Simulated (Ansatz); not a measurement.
# YIr2: properties at the relaxed cell

The task here is to estimate one member of a computed series from the others.

Computed with Ansatz 0.2.0 (DFT PBEsol, scalar-relativistic, plane waves, PAW, unless a step's input says otherwise).

## Starting point

It takes space group Fd-3m (No. 227, cubic). The conventional cell has a = 7.493 Å, b = 7.493 Å, c = 7.493 Å, α = 90.00°, β = 90.00°, γ = 90.00°. Y (site symmetry -43m) has 12 Ir at 3.11 Å and 4 Y at 3.24 Å as nearest neighbours. Ir (site symmetry -3m) is surrounded by 6 Ir at 2.65 Å.

As a file:

```
Y Ir
1.0
     0.00000    3.74658    3.74658
     3.74658    0.00000    3.74658
     3.74658    3.74658    0.00000
Y Ir
2 4
Direct
  0.50000 0.50000 0.50000
  0.75000 0.75000 0.75000
  0.12500 0.12500 0.12500
  0.62500 0.12500 0.12500
  0.12500 0.12500 0.62500
  0.12500 0.62500 0.12500
```

It is the result of an earlier relaxation at this level (volume 17.53 Å³/atom; gap on the mesh: none (metal)).

Set-up of the first run:

input.yaml

```yaml
crystal:
  lattice:
    - [0.0, 3.7087315842, 3.7087315842]
    - [3.7087315842, 0.0, 3.7087315842]
    - [3.7087315842, 3.7087315842, 0.0]
  atoms:
    - { symbol: "Y", position: [0.5, 0.5, 0.5] }
    - { symbol: "Y", position: [0.75, 0.75, 0.75] }
    - { symbol: Ir, position: [0.125, 0.125, 0.125] }
    - { symbol: Ir, position: [0.625, 0.125, 0.125] }
    - { symbol: Ir, position: [0.125, 0.125, 0.625] }
    - { symbol: Ir, position: [0.125, 0.625, 0.125] }
basis:
  ecutwfc: 420
kpoints:
  mp_grid: { grid: [8, 8, 8] }
hamiltonian:
  xc: pbesol
scf:
  occupations: { method: gaussian, width: 0.1 }
output:
  forces: true
  stress: true
  eigenvalues: true
```

On the command line:

```
ansatz run input.yaml --threads 1 --pin off --max-ram 2560MiB --backend cpu --events-out ev --progress --plain --runs-dir out
```

Among the steps run: Volume × 0.97; Point at V/V0 = 1.03; The cell scaled to 0.94 of its volume; Volume × 1.06; Point at V/V0 = 0.91; The cell scaled to 1.10 of its volume; Point at V/V0 = 0.88.

One table of the session follows, with a row left open; its other results are not shown here.

It belongs to the step «Fit of the equation of state». 

| volume (Å³/atom) | energy above the lowest point (meV/atom) | pressure (GPa) |
| --- | --- | --- |
| 15.426 | 217.2 | 37.26 |
| 15.952 | 114.8 | 25.48 |
| 16.478 | 48.1 | 15.53 |
| 17.004 | 11.3 | 7.12 |
| 17.530 | 0.0 | 0.01 |
| 18.056 | ? | ? |
| 18.582 | 38.4 | -11.06 |
| 19.283 | 99.4 | -16.59 |

Q: Estimate the row for volume (Å³/atom) = 18.056 from the others.

Worked estimate for «energy above the lowest point (meV/atom)». A straight line through the neighbours (17.530, 0.0) and (18.582, 38.4) gives 0.0 + (38.4 − 0.0) × (18.056 − 17.530) / (18.582 − 17.530) = 19.2; a parabola fitted to 4 rows on both sides gives 10.5.

As computed: energy above the lowest point (meV/atom): 10.1; pressure (GPa): -5.99. In «energy above the lowest point (meV/atom)» the line misses by +9.1 and the parabola by +0.4.
